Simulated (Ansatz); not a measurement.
Below is the output of a Python script on Ansatz 0.2.0, Python API that makes a ladder of methods at one geometry of C₂H₂AlClSe, SMILES Cl[C]1=[CH][Al]1[SeH]. Write a script that gives it. Settings (for the species named): LDA, def2-SVP basis, multiplicity 1. The script varies functional: lda, revpbe, b3lyp, r2scan, pbe, hf.

Contents of `c2h2alclse.xyz`:
```text
7

Cl   -1.58000   -2.20080    1.35420
C    -0.38950   -1.04940    0.79470
C     0.98520   -0.74680    0.68310
Al    0.03420    0.53800   -0.04840
Se   -0.55410    2.57040   -1.20170
H     2.03690   -1.03640    0.90710
H    -0.47150    1.85710   -2.53470
```

```console
$ python methods_c2h2alclse.py
functional    E (Ha)        dipole (D)   HOMO (eV)  LUMO (eV)
lda          -3174.293885     1.549      -5.294     -2.251
revpbe       -3180.616559     1.623      -5.189     -1.954
b3lyp        -3181.032831     1.707      -6.161     -1.459
r2scan       -3180.863324     1.818      -5.527     -1.816
pbe          -3180.186739     1.596      -5.214     -2.043
hf           -3177.516625     2.117      -9.262      1.658
```

One script that gives this output:

`methods_c2h2alclse.py`:
```python
# -*- coding: utf-8 -*-
'''C2H2AlClSe at several levels of theory.'''

from pathlib import Path
import warnings

import ansatz as az
import numpy as np


def main():
    warnings.simplefilter('ignore', az.DeckWarning)

    molecule = az.Crystal.molecule_from_extxyz('c2h2alclse.xyz')

    base = molecule.calculation().basis(gaussian='def2-SVP')

    print('functional    E (Ha)        dipole (D)   HOMO (eV)  LUMO (eV)')
    for name in ['lda', 'revpbe', 'b3lyp', 'r2scan', 'pbe', 'hf']:
        summary = base.functional(name).forces().orbitals().run(threads=1, backend='cpu', runs_dir='runs').report
        lines = Path(summary['orbitals_path']).read_text().splitlines()
        field_of = lambda key: [line.split('=')[1].strip() for line in lines if line.startswith(key)]
        orbitals = [(27.211386 * float(e), s, float(n)) for e, s, n in zip(field_of('Ene='), field_of('Spin='), field_of('Occup='))]
        homo = max(e for e, _, n in orbitals if n > 0.5)
        lumo = min(e for e, _, n in orbitals if n < 0.5)
        dipole = 4.803205 * np.linalg.norm(summary['charge_distribution']['dipole_moment_e_ang'])
        print(f'{name:10s} {summary["free_energy_ev"] / 27.211386246:14.6f} {dipole:9.3f} {homo:11.3f} {lumo:10.3f}')


if __name__ == '__main__':
    main()
```

What to keep in mind:
- Total energies depend on the basis set; only differences at equal settings carry meaning.
- The geometry is a force-field or estimated start, not a minimum of this method, and the basis set is short of its limit. A lower total doesn't mark the better method: functionals have no common bound, and MP2 and coupled cluster aren't variational.
- b3lyp holds the VWN-RPA fit, as in Gaussian; the form of ORCA and Turbomole is b3lyp5.
- Levels such as HOMO and LUMO are orbital energies: with these approximate functionals they aren't the ionisation energy and electron affinity, and their gap isn't the fundamental gap.
- The whole script took 26 s on 1 thread of AMD EPYC 7R43 64-Core Processor (Zen 3), with other jobs on the host, peak memory 0.31 GiB.
